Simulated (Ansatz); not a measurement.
# C2Cl3F3: taking an electron away

Aim: the vertical ionisation energy of C2Cl3F3, as cation minus neutral at the neutral's geometry, on several levels, and how well −ε(HOMO) stands in for it.

Method: unrestricted cation, the program's frozen cores in correlated methods; program: Ansatz 0.2.0, Gaussian basis.

The runs, in order: UKS PBE-D4/def2-TZVPP; UKS r2SCAN-D4/def2-TZVPP; UKS PBE0-D4/def2-TZVPP; UKS B3LYP-D4/def2-TZVPP; UKS wB97X-V/def2-TZVPP; UKS wB97M-V/def2-TZVPP; UKS B2PLYP/def2-TZVPP; UHF-CCSD(T)/def2-TZVPP; UHF-MP2/def2-QZVPP; extrapolation to the limit; then −ε(HOMO) from the neutral's earlier runs with LDA (SPW92), PBE-D4, revPBE-D4, BLYP-D4, r2SCAN-D4, B97M-V, PBE0-D4, B3LYP-D4, r2SCANh-D4, r2SCAN0-D4, HSE06-D4, BHLYP-D4, CAM-B3LYP-D4, LC-ωPBE, ωB97X-V, ωB97M-V.

## (1) Structure used throughout

An earlier PBE0-D4 in a triple-zeta def2 set relaxation fixed the geometry.

SMILES `FC(F)(Cl)C(F)(Cl)Cl`, 8 atoms, charge 0, spin multiplicity 1.

Atoms are counted from 1 here; the program's logs count them from 0.

Bond lengths: F1–C2 1.328 Å, C2–F3 1.331 Å, C2–Cl4 1.757 Å, C2–C5 1.560 Å, C5–F6 1.337 Å, C5–Cl7 1.759 Å, C5–Cl8 1.753 Å. Angles: F1–C2–F3 108.4°, F1–C2–Cl4 109.9°, F1–C2–C5 109.8°, F3–C2–Cl4 109.0°, F3–C2–C5 108.6°, Cl4–C2–C5 111.1°, C2–C5–F6 108.0°, C2–C5–Cl7 108.8°, C2–C5–Cl8 110.6°, F6–C5–Cl7 109.0°, F6–C5–Cl8 109.6°, Cl7–C5–Cl8 110.7°.

## (2) Cation, UKS PBE-D4/def2-TZVPP

Input file in.yaml:

```yaml
crystal:
  periodic: [false, false, false]
  atoms:
    - {symbol: F, position_ang: [-1.135279, -0.958843, 0.924977]}
    - {symbol: C, position_ang: [-0.355804, 0.092903, 0.701641]}
    - {symbol: F, position_ang: [0.539089, 0.170336, 1.684277]}
    - {symbol: Cl, position_ang: [-1.322217, 1.560276, 0.690262]}
    - {symbol: C, position_ang: [0.403171, -0.089864, -0.648431]}
    - {symbol: F, position_ang: [1.176619, 0.983863, -0.837169]}
    - {symbol: Cl, position_ang: [1.423903, -1.518407, -0.537529]}
    - {symbol: Cl, position_ang: [-0.729472, -0.240265, -1.978027]}
basis:
  gaussian: {orbitals: def2-TZVPP}
total_charge: 1
magnetization: {spin_polarized: true, initial_magnetization: 1}
hamiltonian: {xc: pbe, dispersion: d4}
```

Run with:

```sh
$ ansatz run in.yaml --threads 2 --pin off --events-out ev --progress --plain --max-ram 32768MiB --backend cuda --devices 0, --max-vram 18GiB
```

After this run come: Cation, UKS r2SCAN-D4/def2-TZVPP; Cation, UKS PBE0-D4/def2-TZVPP; Cation, UKS B3LYP-D4/def2-TZVPP; Cation, UKS wB97X-V/def2-TZVPP; Cation, UKS wB97M-V/def2-TZVPP; Cation, UKS B2PLYP (frozen core)/def2-TZVPP; Cation, UHF-CCSD(T)/def2-TZVPP; Cation, UHF-MP2/def2-QZVPP.

**Question.** What will the summary of the whole plan be? Wanted: ionisation energy, CCSD(T)/CBS; nearest functional by difference; nearest −ε(HOMO); −ε(HOMO) of PBE; T1 of the cation.

As calculated:

| quantity | value |
| --- | --- |
| ionisation energy, CCSD(T)/CBS | 12.10 eV |
| nearest functional by difference | ωB97X-V (-0.18 eV) |
| nearest −ε(HOMO) | LC-ωPBE (+0.07 eV) |
| −ε(HOMO) of PBE | 7.82 eV |
| T1 of the cation | 0.044 |

**Reading.** Energy differences with functionals land within 1.33 eV of the reference. The PBE orbital energy is 4.3 eV too small: a semilocal HOMO is no ionisation energy. Among orbital estimates LC-ωPBE comes nearest. Hartree-Fock falls 0.72 eV short, as the neutral has more correlation energy than the cation. The cation's T1 (from the report) is 0.044, near the customary mark of 0.045 for open shells, so the coupled-cluster value is less safe.
